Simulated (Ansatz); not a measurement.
# ZnHS radical (SMILES [S][ZnH]): one structure at several levels

One table from this session's results is given with a row withheld; the runs are named, their logs left out.

The runs use Ansatz 0.2.0, Gaussian basis; single points in def2-TZVPP.

Cores are frozen in the correlated methods. The 3s and 3p shells of Cu and Zn are frozen; filled d shells are correlated. Orbitals are unrestricted.

## The starting structure

SMILES `[S][ZnH]`, 3 atoms, charge 0, spin multiplicity 2.

Atoms are counted from 1 here; the program's logs count them from 0.

Bond lengths: S1–Zn2 2.308 Å, Zn2–H3 1.680 Å. Angles: S1–Zn2–H3 176.2°.

Coordinates:

```tsv
atom	x (Å)	y (Å)	z (Å)
S1	-1.8130	0.4642	-0.8405
Zn2	0.2398	-0.0481	0.0825
H3	1.7540	-0.3107	0.7619
```

Set-up of the first run:

The input, run/in.yaml:

```yaml
crystal:
  periodic: [false, false, false]
  atoms:
    - {symbol: S, position_ang: [-1.813000, 0.464200, -0.840500]}
    - {symbol: Zn, position_ang: [0.239800, -0.048100, 0.082500]}
    - {symbol: H, position_ang: [1.754000, -0.310700, 0.761900]}
basis:
  gaussian: {orbitals: def2-TZVPP}
magnetization: {spin_polarized: true, initial_magnetization: 1}
correlation: {method: ccsd_t, frozen_orbitals: {H: 0, S: 5, Zn: 9}}
scf: {omitted_lower_state_checks: [cluster_reference]}
output: {forces: true}
```

No record of the launch command was kept for these runs.

Among the steps run: CCSD(T)/def2-TZVPP; PBE0-D4/def2-TZVPP; wB97M-V/def2-TZVPP; r2SCAN-D4/def2-TZVPP; PBE-D4/def2-TZVPP; BHLYP-D4/def2-TZVPP; wB97X-V/def2-TZVPP.

One table of the session follows, with a row left open; its other results are not shown here.

```
   method  RMS force component (eV/Å)  angle to CCSD(T) forces (°)  dipole (D)
  CCSD(T)                       0.684                    reference        1.27
  PBE0-D4                       0.679                          5.2        1.30
  wB97M-V                       0.723                          4.3        1.32
r2SCAN-D4                       0.737                          5.2        1.26
   PBE-D4                       0.640                          3.6        1.16
 BHLYP-D4                           ?                            ?           ?
  wB97X-V                       0.731                          6.6        1.38
```

Estimate the missing values for BHLYP-D4.

The run gave: RMS force component (eV/Å): 0.674; angle to CCSD(T) forces (°): 1.2; dipole (D): 1.37. In the column «RMS force component (eV/Å)» it lies between PBE-D4 (0.640) and PBE0-D4 (0.679).
